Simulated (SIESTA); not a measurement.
Runs of SIESTA 5.4.2 on Mg. The cell holds a slab with vacuum, 7 atoms: a = 3.209 Å, b = 3.209 Å, c = 30.631 Å, α = 90.00°, β = 90.00°, γ = 120.00°. The slab is cut from a database's or a generator's crystal, which needn't be the stable form of the element.

| level | gap on the mesh (eV) | largest force (eV/Å) | work function (eV) |
| --- | --- | --- | --- |
| vdW-DF | none | 0.20 | 3.88 |
| optB88-vdW | none | 0.13 | 3.86 |
| vdW-DF-cx | none | 0.18 | 3.92 |
| vdW-DF-C09 | none | (a) | 3.90 |
| vdW-DF2 | none | 0.16 | 3.81 |
| VV10 | none | (c) | (b) |

Alike in all rows: task single point; potentials or basis PseudoDojo 0.4 standard (PBE files), DZP (energy shift 0.003 Ry; two zetas on semicore shells); no spin polarisation; cell as given; k mesh 10 × 10 × 1; smearing fermi-dirac 0.05 eV; grid cutoff 800 Ry; energy shift 0.003 Ry.

Q: Fill in the values left out.

A: (a) 0.12; (b) 3.84; (c) 0.11.

Caveats: the potentials were made for another functional, which shifts forces and pressure; the basis of atomic orbitals isn't converged, which shifts pressures, moduli and gaps; the non-local part is tabulated coarsely and may be off by about a percent (some runs).

A gap of «none» marks a metal or a gap under the smearing width.

Runs at the PBE level aren't shown here.
